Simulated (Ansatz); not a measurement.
# CHFOSSi: small, medium and large basis sets

How large a basis does CHFOSSi need? Two functionals are run in growing sets.

Computed with Ansatz 0.2.0, Gaussian basis. Level: one geometry, several basis sets.

The runs, in order: PBE0-D4/def2-SVP; ωB97M-V/def2-SVP; PBE0-D4/def2-QZVPP; ωB97M-V/def2-QZVPP; the functionals' def2-TZVPP values are taken from earlier runs.

## (1) The geometry

All runs share one geometry, relaxed beforehand with PBE0-D4 in a triple-zeta def2 set.

6 atoms, charge 0, spin multiplicity 1.

Atoms are counted from 1 here; the program's logs count them from 0.

Bond lengths: O1–C2 1.124 Å, C2–Si4 1.999 Å, S3–Si4 1.962 Å, Si4–F5 1.591 Å, Si4–H6 1.476 Å. Angles: O1–C2–Si4 165.2°, C2–Si4–S3 91.1°, C2–Si4–F5 99.4°, C2–Si4–H6 102.1°, S3–Si4–F5 123.9°, S3–Si4–H6 126.6°, F5–Si4–H6 104.8°.

## (2) PBE0-D4 in def2-SVP

in.yaml reads:

```yaml
crystal:
  periodic: [false, false, false]
  atoms:
    - {symbol: O, position_ang: [0.456753, -2.303189, 0.241717]}
    - {symbol: C, position_ang: [0.416952, -1.181156, 0.191220]}
    - {symbol: S, position_ang: [-1.930671, 0.172123, -0.621595]}
    - {symbol: Si, position_ang: [-0.135782, 0.724602, -0.052094]}
    - {symbol: F, position_ang: [1.005415, 1.201625, -1.053087]}
    - {symbol: H, position_ang: [0.229332, 1.321995, 1.247637]}
basis:
  gaussian: {orbitals: def2-SVP}
hamiltonian: {xc: pbe0, dispersion: d4}
output: {orbitals: {seedname: orbitals}}
```

On the command line:

```console
$ ansatz run in.yaml --threads 2 --pin off --events-out ev --progress --plain --max-ram 4352MiB
```

Further steps of the session: ωB97M-V in def2-SVP; PBE0-D4 in def2-QZVPP; ωB97M-V in def2-QZVPP.

Q: Predict the results of all the runs planned. Wanted: PBE0-D4: double and triple zeta above quadruple; ωB97M-V: double and triple zeta above quadruple.

The runs gave:

```
                                       quantity           value
PBE0-D4: double and triple zeta above quadruple  14.73, 0.91 eV
ωB97M-V: double and triple zeta above quadruple  14.81, 0.85 eV
```

In words: PBE0-D4 gains 13.82 eV from double to triple zeta, then 0.91 eV more. Total energies overstate the basis error of differences, where much of it tends to cancel.
